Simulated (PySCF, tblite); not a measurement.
**C₆H₁₅BNP: geometry, infrared bands and NMR shifts**

Wanted: the infrared bands and NMR shifts of C₆H₁₅BNP (`C=CCCC(=C)[B@@H-]([NH3+])P`), by calculation.

Programs: tblite 0.8.0 and PySCF 2.14.0, with density-fitted response routines of our own. Each step states its level of theory. These are calculated values for one molecule in the gas phase, unless marked as measured. Atoms count from 0, in the outputs and in this text.

## Step 1: Starting geometry

24 atoms, charge 0, multiplicity 1; geometry from: force field or distance geometry start.

Bonds of the start (Å): C0–C1 1.35, C1–C2 1.49, C2–C3 1.53, C3–C4 1.50, C4–C5 1.35, C4–B6 1.60, B6–N7 1.54, B6–P8 1.94, C0–H9 1.09, C0–H10 1.08, C1–H11 1.09, C2–H12 1.11, C2–H13 1.12, C3–H14 1.12, C3–H15 1.12, C5–H16 1.08, C5–H17 1.09, B6–H18 1.20, N7–H19 1.05, N7–H20 1.05, N7–H21 1.05, P8–H22 1.44, P8–H23 1.46.

## Step 2: Relaxing the molecule with GFN2-xTB

The job: settings as JSON, then the geometry in Å.

```
{"job": {"kind": "relax", "xc": "GFN2-xTB", "basis": "xTB"}, "charge": 0, "multiplicity": 1}
C      3.825900    -0.906800     0.263000
C      2.752800    -1.379700    -0.403200
C      1.587300    -0.519700    -0.731100
C      0.767700    -0.152800     0.510300
C     -0.447400     0.662500     0.165100
C     -0.305900     1.960400    -0.163800
B     -1.895100    -0.007200     0.161800
N     -2.806500     0.684000     1.196100
P     -2.684700     0.081200    -1.609700
H      3.850200     0.132200     0.587300
H      4.656700    -1.553700     0.481300
H      2.757100    -2.424000    -0.715500
H      0.919600    -1.068500    -1.433400
H      1.937100     0.406100    -1.246000
H      0.459900    -1.090600     1.032700
H      1.396700     0.411000     1.248000
H     -1.153200     2.580700    -0.424400
H      0.679500     2.419800    -0.162400
H     -1.801900    -1.160700     0.461700
H     -2.342500     0.694100     2.134000
H     -3.026600     1.665300     0.899700
H     -3.709500     0.149300     1.269800
H     -1.739200    -0.846300    -2.179800
H     -3.689800    -0.945400    -1.333900
```

On the command line:

```console
OMP_NUM_THREADS=1 python probes_run.py task.json out
```

This one command runs all jobs of the session in turn.

**Question.** This job is followed by: GFN2-xTB harmonic vibrations, gas phase; GIAO PBE0/pcSseg-1 NMR shielding, non-relativistic, gas phase. Predict these results of the whole session: strongest single infrared mode (GFN2-xTB); zero-point energy (GFN2-xTB); 13C shifts against TMS (PBE0/pcSseg-1); 1H shifts against TMS (PBE0/pcSseg-1, means over atoms taken as alike); 11B shifts against BF3·OEt2 (PBE0/pcSseg-1); 15N shifts against NH3 (PBE0/pcSseg-1); 31P shifts against H3PO4 (PBE0/pcSseg-1).

The runs gave:

| quantity | value |
| --- | --- |
| strongest single infrared mode (GFN2-xTB) | 2390 cm⁻¹, 214 km/mol |
| zero-point energy (GFN2-xTB) | 124.5 kcal/mol |
| 13C shifts against TMS (PBE0/pcSseg-1) | 174.8, 149.9, 119.8, 117.4, 50.7, 43.7 ppm |
| 1H shifts against TMS (PBE0/pcSseg-1, means over atoms taken as alike) | 6.22, 5.58, 5.38, 5.20, 4.85, 3.10, 3.03, 2.73, 2.51, 2.06, 1.79, 1.21 ppm |
| 11B shifts against BF3·OEt2 (PBE0/pcSseg-1) | -18.6 ppm |
| 15N shifts against NH3 (PBE0/pcSseg-1) | 56.9 ppm |
| 31P shifts against H3PO4 (PBE0/pcSseg-1) | -244.3 ppm |

What this shows: The optimisation took 176 steps and gained 0.515 eV; among the close pairs (by a distance rule), B6–N7 changed most, from 1.542 to 1.643 Å. No mode is imaginary among the 66: a minimum at this level. The strongest single mode, at 2390 cm⁻¹, moves mainly H22. Unscaled tight-binding wavenumbers are off by several per cent, some by more. Its intensities can rank the bands wrongly. The most deshielded hydrogen is H11 (hydrogen on an alkene CH), at 6.22 ppm: a vinylic proton, deshielded by the sp2 carbon and the C=C anisotropy. At PBE0/pcSseg-1: Shielding is most anisotropic at C4 (span 292 ppm, paramagnetic term -249 ppm).
